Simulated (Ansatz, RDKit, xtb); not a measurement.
**C4H5F2NS: which of the isomers drawn lies lowest?**

Which of a sample of isomers of C4H5F2NS is the most stable in the gas at 298.15 K, and what are its properties? The sample is small against all isomers, and the most stable one of this formula need not be in it.

The funnel: GFN2-xTB relaxations, single points with a density functional, relaxations at PBE-D3(BJ)/def2-SVP, harmonic vibrations (at GFN2-xTB), and a last energy at a higher level. All values are calculated.

## Step 1: Candidates

Isomers were taken from a list of plausible structures; this is a sample, not all of them. That gives 4 candidates.

| label | SMILES | spin |
| --- | --- | --- |
| c058 | C=CC(F)(F)C(N)=S | singlet |
| c368 | N#CCCSC(F)F | singlet |
| c429 | CCSC(F)(F)C#N | singlet |
| c940 | C[C@](F)(C#N)SCF | singlet |

Candidates are built by distance geometry, with a force field where one applies, in up to four conformers (letters a to d).

Q: Predict the outcome of this search (final energies at CCSD(T)/def2-SVP + MP2/def2-TZVPP - MP2/def2-SVP).

| quantity | value |
| --- | --- |
| lowest structure found | N#CCCSC(F)F, singlet |
| next finalist | C=CC(F)(F)C(N)=S, singlet, 3.4 kcal/mol higher in G |
| share at equilibrium, among the finalists | 99.7 % |

The lowest structure found is `N#CCCSC(F)F`. The margin of 3.4 kcal/mol over the next finalist is beyond the usual error of the last level; it says nothing of structures that weren't ranked. HF/STO-3G, HF/def2-SVP and MP2/def2-SVP already put its bonding pattern lowest among the structures in one piece; GFN2-xTB, r2SCAN-D4/def2-SVP and PBE-D3(BJ)/def2-SVP favour the singlet C=CC(F)(F)C(N)=S. 6 minima inside the window were never screened. The search is not exhaustive (a finite list of starts, one conformer a finalist), so a lower isomer can't be ruled out. Only 4 drawn patterns were tried, so whole families of isomers are missing, and the result ranks this sample alone.
